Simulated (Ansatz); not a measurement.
# C₉H₁₇NOZr: one species, many methods

An exercise on one series of results from a longer session: the logs are not shown, and one member is left open.

The runs use Ansatz 0.2.0, Gaussian basis; functionals in def2-TZVPP, the program's frozen cores in correlated methods.

The runs, in order: LDA (SPW92), PBE-D4, revPBE-D4, BLYP-D4, r2SCAN-D4, B97M-V, PBE0-D4, B3LYP-D4, r2SCANh-D4, r2SCAN0-D4, HSE06-D4, BHLYP-D4, CAM-B3LYP-D4, LC-ωPBE, ωB97X-V, ωB97M-V, B2PLYP, PBE-QIDH; CCSD(T)/def2-SVP; CCSD(T)/def2-TZVPP; MP2/def2-QZVPP; extrapolation to the limit; RPA on PBE.

1 further run of the same task is left out (for a known fault of the program). Runs told in other sessions of the task aren't counted.

**The geometry**

All runs share one geometry, relaxed beforehand with PBE0-D4 in a triple-zeta def2 set. Zr takes the def2 core potential; no spin-orbit term is included.

SMILES `C[O][Zr]1234([CH3])([N](C)C)[C@H]5[C@@H]1[C@@H]2[C@@H]3[C@H]54`, 29 atoms, charge 0, spin multiplicity 1.

Atoms are counted from 1 here; the program's logs count them from 0.

Bond lengths: C1–O2 1.385 Å, C1–H13 1.097 Å, C1–H14 1.096 Å, C1–H15 1.097 Å, O2–Zr3 1.934 Å, Zr3–C4 2.259 Å, Zr3–N5 2.043 Å, Zr3–C8 2.549 Å, Zr3–C9 2.532 Å, Zr3–C10 2.514 Å, Zr3–C11 2.514 Å, Zr3–C12 2.537 Å, C4–H16 1.096 Å, C4–H17 1.095 Å, C4–H18 1.098 Å, N5–C6 1.435 Å, N5–C7 1.448 Å, C6–H19 1.090 Å and more. Angles: O2–C1–H13 111.3°, O2–C1–H14 110.6°, O2–C1–H15 110.8°, H13–C1–H14 108.0°, H13–C1–H15 108.0°, H14–C1–H15 108.0°, C1–O2–Zr3 165.0°, O2–Zr3–C4 102.7°, O2–Zr3–N5 109.1°, O2–Zr3–C8 147.2°, O2–Zr3–C9 119.1°, O2–Zr3–C10 93.6°, O2–Zr3–C11 99.2°, O2–Zr3–C12 130.0°, C4–Zr3–N5 102.3°, C4–Zr3–C8 99.3°, C4–Zr3–C9 131.0°, C4–Zr3–C10 130.0° and more.

The first run:

in.yaml reads:

```yaml
crystal:
  periodic: [false, false, false]
  atoms:
    - {symbol: C, position_ang: [-0.621408, -0.923348, -3.269305]}
    - {symbol: O, position_ang: [-0.609854, -0.523609, -1.943529]}
    - {symbol: Zr, position_ang: [-0.210833, -0.291006, -0.065814]}
    - {symbol: C, position_ang: [-2.184542, -0.766481, 0.923934]}
    - {symbol: N, position_ang: [0.007192, 1.701176, 0.330892]}
    - {symbol: C, position_ang: [0.845196, 2.565630, 1.111570]}
    - {symbol: C, position_ang: [-0.984227, 2.455747, -0.407212]}
    - {symbol: C, position_ang: [1.359565, -0.818722, 1.871891]}
    - {symbol: C, position_ang: [2.169713, -0.607703, 0.735868]}
    - {symbol: C, position_ang: [1.905807, -1.642958, -0.186070]}
    - {symbol: C, position_ang: [0.927956, -2.487954, 0.378863]}
    - {symbol: C, position_ang: [0.589250, -1.978009, 1.651190]}
    - {symbol: H, position_ang: [0.133124, -1.697352, -3.459199]}
    - {symbol: H, position_ang: [-1.601342, -1.333298, -3.539703]}
    - {symbol: H, position_ang: [-0.412997, -0.076359, -3.933831]}
    - {symbol: H, position_ang: [-2.497233, -1.806684, 0.776880]}
    - {symbol: H, position_ang: [-2.194923, -0.565640, 2.000055]}
    - {symbol: H, position_ang: [-2.953048, -0.129293, 0.465673]}
    - {symbol: H, position_ang: [1.590482, 1.994678, 1.665988]}
    - {symbol: H, position_ang: [1.378629, 3.294047, 0.480800]}
    - {symbol: H, position_ang: [0.258716, 3.145035, 1.840698]}
    - {symbol: H, position_ang: [-0.520604, 3.182671, -1.091199]}
    - {symbol: H, position_ang: [-1.657240, 3.007747, 0.264869]}
    - {symbol: H, position_ang: [-1.614620, 1.798899, -1.019964]}
    - {symbol: H, position_ang: [1.316851, -0.189583, 2.748981]}
    - {symbol: H, position_ang: [2.864164, 0.206453, 0.589604]}
    - {symbol: H, position_ang: [2.358446, -1.756484, -1.160608]}
    - {symbol: H, position_ang: [0.495762, -3.360503, -0.090401]}
    - {symbol: H, position_ang: [-0.137971, -2.397106, 2.329078]}
basis:
  gaussian: {orbitals: def2-TZVPP}
hamiltonian: {xc: lda}
output: {orbitals: {seedname: orbitals}}
```

The run is started by

```
> ansatz run in.yaml --threads 11 --pin off --events-out ev --progress --plain --max-ram 110592MiB --backend cuda --devices 0, --max-vram 75GiB
```

Among the steps run: LDA; PBE-D4 (GGA); revPBE-D4 (GGA); BLYP-D4 (GGA); r2SCAN-D4 (meta-GGA); B97M-V (meta-GGA); PBE0-D4 (hybrid); B3LYP-D4 (hybrid); r2SCANh-D4 (hybrid); r2SCAN0-D4 (hybrid); HSE06-D4 (hybrid); BHLYP-D4 (hybrid); CAM-B3LYP-D4 (range-separated); LC-ωPBE (range-separated); ωB97X-V (range-separated); ωB97M-V (range-separated); B2PLYP (double hybrid); PBE-QIDH (double hybrid).

One table of the session follows, with a row left open; its other results are not shown here.

It belongs to the step «Frontier levels by functional». 

```
  functional  HOMO (eV)  gap (eV)
 LDA (SPW92)          ?         ?
      PBE-D4      -4.91      3.85
   revPBE-D4      -4.85      3.88
     BLYP-D4      -4.80      3.87
   r2SCAN-D4      -5.11      4.23
      B97M-V      -5.22      4.33
     PBE0-D4      -6.10      5.91
    B3LYP-D4      -5.91      5.52
  r2SCANh-D4      -5.56      5.00
  r2SCAN0-D4      -6.25      6.17
    HSE06-D4      -5.70      5.14
    BHLYP-D4      -7.24      7.98
CAM-B3LYP-D4      -7.44      8.31
     LC-ωPBE      -8.74     10.64
     ωB97X-V      -8.43     10.16
     ωB97M-V      -8.37      9.52
```

Q: Estimate the row for LDA (SPW92) from the others.

**Answer.** HOMO (eV): -5.06; gap (eV): 3.77. In the column «HOMO (eV)» it lies between r2SCAN-D4 (-5.11) and PBE-D4 (-4.91).
